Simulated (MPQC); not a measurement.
**SO2F2 (sulfuryl fluoride): HF/6-311+G(d,p)**

Aim: the electronic atomisation energy of SO2F2 (sulfuryl fluoride) at HF/6-311+G**, from 4 runs. 

The results are computed with MPQC 2.3.1.

6 further runs of the same task are left out: 3 that didn't finish, 3 set aside as unsound or not needed.

## (1) The system as given

SO2F2 has 5 atoms, charge 0, and is taken as a singlet. As SMILES, `O=S(=O)(F)F`. The shape is that of a PBE0-D4/def2-TZVP optimisation.

Bond lengths: O1–S2 1.404 Å, S2–O3 1.404 Å, S2–F4 1.539 Å, S2–F5 1.539 Å. Angles: O1–S2–O3 124.9°, O1–S2–F4 108.1°, O1–S2–F5 108.1°, O3–S2–F4 108.1°, O3–S2–F5 108.1°, F4–S2–F5 95.6°.

## (2) A single-point energy at HF/6-311+G(d,p)

Input file input.in:

```
% emacs should use -*- KeyVal -*- mode
molecule<Molecule>: (
   symmetry = c1
   unit = angstrom
   { atoms geometry } = {
      O  [ -0.388200    -0.151100     1.421700 ]
      S  [ 0.070900    -0.096900     0.095900 ]
      O  [ 1.129600    -0.862200    -0.418700 ]
      F  [ -1.140900    -0.267600    -0.837400 ]
      F  [ 0.328600     1.377800    -0.261400 ]
   }
)
basis<GaussianBasisSet>: (
   name = "6-311+G**"
   molecule = $:molecule
   basisdir = "."
   puream = yes
)
mpqc: (
   checkpoint = no
   savestate = no
   restart = no
   do_energy = yes
   do_gradient = no
   optimize = no
   mole<CLHF>: (
      molecule = $:molecule
      basis = $:basis
      total_charge = 0
      memory = 1000000000
      print_evals = yes
      print_npa = yes
      maxiter = 120
      value_accuracy = 1e-08
      guess_wavefunction<CLHF>: (
         molecule = $:molecule
         total_charge = 0
         memory = 1000000000
         value_accuracy = 1e-3
         basis<GaussianBasisSet>: (
            name = "MINI (Huzinaga)"
            molecule = $:molecule
         )
      )
   )
)
```

The basis set 6-311+G** is read from a file made from the Basis Set Exchange's data (not shown).

On the command line:

```bash
$ mpqc input.in > input.out
```

The log of the run, shortened:

```text
MPQC: Massively Parallel Quantum Chemistry
[...]
  LUMO is    26   A =   0.061611
  total scf energy = -746.1301892545
Value of the MolecularEnergy: -746.1301892545
[...]
      symmetry = c1
[...]
```

It took 29 s on 1 thread of AMD EPYC 9R45 (Zen 5), shared host; peak memory 0.51 GiB.

## (3) The F atom, same level

Input file job.in:

```
% F
molecule<Molecule>: (
    symmetry = c1
    unit = angstrom
    { atoms geometry } = {
        F  [ 0.000000 0.000000 0.000000 ]
    }
)
basis<GaussianBasisSet>: (
    name = "6-311+G**"
    molecule = $:molecule
    basisdir = "."
    puream = yes
)
mpqc: (
    checkpoint = no
    savestate = no
    restart = no
    do_energy = yes
    do_gradient = no
    optimize = no
    mole<UHF>: (
        molecule = $:molecule
        basis = $:basis
        total_charge = 0
        multiplicity = 2
        memory = 1000000000
        print_evals = yes
        print_npa = yes
        maxiter = 120
        value_accuracy = 1e-08
        guess_wavefunction<UHF>: (
            molecule = $:molecule
            total_charge = 0
            multiplicity = 2
            memory = 1000000000
            value_accuracy = 1e-3
            basis<GaussianBasisSet>: (
                name = "STO-3G"
                molecule = $:molecule
            )
        )
    )
)
```

The basis set 6-311+G** is read from a file made from the Basis Set Exchange's data (not shown).

On the command line:

```bash
$ mpqc job.in > job.out
```

The log of the run, shortened:

```text
MPQC: Massively Parallel Quantum Chemistry
[...]
  <S^2>      = 0.752874
  total scf energy =  -99.3998925527
Value of the MolecularEnergy:  -99.3998925527
[...]
      symmetry = c1
[...]
      nbasis = 22
[...]
    nalpha = 5
    nbeta = 4
[...]
```

Wall time 0.1 s (1 thread of AMD EPYC 9R45 (Zen 5), shared host).

## (4) The O atom, same level

Input file run.in:

```
% emacs should use -*- KeyVal -*- mode
molecule<Molecule>: (
   symmetry = c1
   unit = bohr
   { atoms geometry } = {
      O  [ 0.00000000     0.00000000     0.00000000 ]
   }
)
basis<GaussianBasisSet>: (
   name = "6-311+G**"
   molecule = $:molecule
   basisdir = "."
   puream = yes
)
mpqc: (
   checkpoint = no
   savestate = no
   restart = no
   do_energy = yes
   do_gradient = no
   optimize = no
   mole<UHF>: (
      molecule = $:molecule
      basis = $:basis
      total_charge = 0
      multiplicity = 3
      memory = 1000000000
      print_evals = yes
      print_npa = yes
      maxiter = 120
      value_accuracy = 1e-08
      guess_wavefunction<ExtendedHuckelWfn>: (
         molecule = $:molecule
         total_charge = 0
         multiplicity = 3
         basis<GaussianBasisSet>: (
            name = "STO-3G"
            molecule = $:molecule
         )
      )
   )
)
```

The basis set 6-311+G** is read from a file made from the Basis Set Exchange's data (not shown).

Run the same way, it converges to -74.80740 Eh (log not shown).

## (5) The S atom at the same level

Input file input.in:

```
% S
molecule<Molecule>: (
  symmetry = c1
  unit = angstrom
  { atoms geometry } = {
    S  [ 0.000000     0.000000     0.000000 ]
  }
)
basis<GaussianBasisSet>: (
  name = "6-311+G**"
  molecule = $:molecule
  basisdir = "."
  puream = yes
)
mpqc: (
  checkpoint = no
  savestate = no
  restart = no
  do_energy = yes
  do_gradient = no
  optimize = no
  mole<UHF>: (
    molecule = $:molecule
    basis = $:basis
    total_charge = 0
    multiplicity = 3
    memory = 1000000000
    print_evals = yes
    print_npa = yes
    maxiter = 120
    value_accuracy = 1e-08
    guess_wavefunction<ExtendedHuckelWfn>: (
      molecule = $:molecule
      total_charge = 0
      multiplicity = 3
      basis<GaussianBasisSet>: (
        name = "STO-3G"
        molecule = $:molecule
      )
    )
  )
)
```

The basis set 6-311+G** is read from a file made from the Basis Set Exchange's data (not shown).

Run the same way, it converges to -397.49968 Eh (log not shown).

## (6) What came out

At HF/6-311+G**:

| quantity | value |
| --- | --- |
| molecule: total energy | -746.13019 Eh |
| molecule: HOMO energy | -15.24 eV |
| molecule: LUMO energy | 1.68 eV |
| molecule: HOMO–LUMO gap | 16.92 eV |
| F atom: total energy | -99.39989 Eh |
| F atom: ⟨S²⟩ | 0.753 |
| O atom: total energy | -74.80740 Eh |
| O atom: ⟨S²⟩ | 2.008 |
| S atom: total energy | -397.49968 Eh |
| S atom: ⟨S²⟩ | 2.006 |
| electronic atomisation energy | 5.876 eV |

What this shows: Taking the molecule apart into free atoms costs 5.88 eV (567 kJ/mol), before zero-point energy and without spin-orbit coupling. Hartree–Fock lacks the correlation of the bonding pairs, which as a rule makes this value much too low; in minimal bases other errors can mask that.
